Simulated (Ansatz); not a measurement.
Run this with the Ansatz DFT code, driven from Python and show what comes out.

`adiabatic_c2h4se.py`
```python
# -*- coding: utf-8 -*-
'''Vertical and adiabatic ionisation of C2H4Se.'''

import ansatz as az
import numpy as np

GEOMETRY = '''
C    -0.70970    0.35700   -0.59150
C    -0.06800    0.17160    0.50970
Se    0.73730   -1.52800    0.79750
H    -0.78830   -0.36080   -1.36100
H    -1.22420    1.36020   -0.78330
H     0.03440    0.97040    1.25710
H     2.07980   -1.03840    0.12570
'''


def main():
    geometry = az.Crystal.molecule()
    for line in GEOMETRY.strip().splitlines():
        symbol, *xyz = line.split()
        geometry = geometry.atom(symbol, [float(v) for v in xyz])

    setup = (
        geometry.calculation()
        .basis(gaussian='def2-SVP')
        .functional('B3LYP')
    )
    symbols = [site.symbol for site in geometry.cartesian_sites]
    start = np.array([site.position_ang for site in geometry.cartesian_sites], dtype=float)
    summary = setup.relax(force_tolerance=0.01, max_steps=100).run(threads=1, backend='cpu').report
    end = np.array(summary['positions_ang'])

    minimum = az.Crystal.molecule()
    for symbol, place in zip(symbols, end):
        minimum = minimum.atom(symbol, place.tolist())
    ion = minimum.calculation()
    ion = ion.basis(gaussian='def2-SVP').functional('B3LYP')
    ion = ion.charge(1).spin('collinear', total=1)
    vertical = ion.run(threads=1, backend='cpu').report
    settled = ion.relax(force_tolerance=0.01, max_steps=80).run(threads=1, backend='cpu').report
    print(f'vertical ionisation energy   {vertical["free_energy_ev"] - summary["free_energy_ev"]:.3f} eV')
    print(f'adiabatic, no zero point     {settled["free_energy_ev"] - summary["free_energy_ev"]:.3f} eV')
    print(f'relaxation energy of the ion {vertical["free_energy_ev"] - settled["free_energy_ev"]:.3f} eV')
    ionised = np.array(settled['positions_ang'])
    print('final positions (A) and the move of each atom')
    for symbol, xyz, old in zip(symbols, ionised, end):
        print(f'{symbol:2s} {xyz[0]:10.5f} {xyz[1]:10.5f} {xyz[2]:10.5f}   {np.linalg.norm(xyz - old):7.4f}')


if __name__ == '__main__':
    main()
```

```console
$ python adiabatic_c2h4se.py
vertical ionisation energy   8.541 eV
adiabatic, no zero point     8.427 eV
relaxation energy of the ion 0.114 eV
final positions (A) and the move of each atom
C    -0.91059    0.40498   -0.63132    0.0239
C     0.14452    0.16447    0.21261    0.0607
Se    1.03270   -1.45599    0.15864    0.1803
H    -1.26940   -0.33133   -1.35940    0.0647
H    -1.43010    1.36877   -0.59108    0.0392
H     0.48880    0.91283    0.93371    0.0903
H     2.00537   -1.13174    1.23103    0.1839
```

Caveats:
- The settings weren't tested for convergence.
- The energies are electronic: no zero-point or thermal terms, and the basis set is short of its limit. The product may relax into another structure. The relaxation finds the nearest minimum, so the adiabatic value is an upper bound.
- b3lyp holds the VWN-RPA fit, as in Gaussian; the form of ORCA and Turbomole is b3lyp5.
- Finished in 65 s on 1 thread of Arm Neoverse V2 (shared host), peak memory 0.29 GiB.

(A comment or docstring line of the script was reworded after the run, the code is as it ran; lines on the test bed's own set-up are left out of the output.)
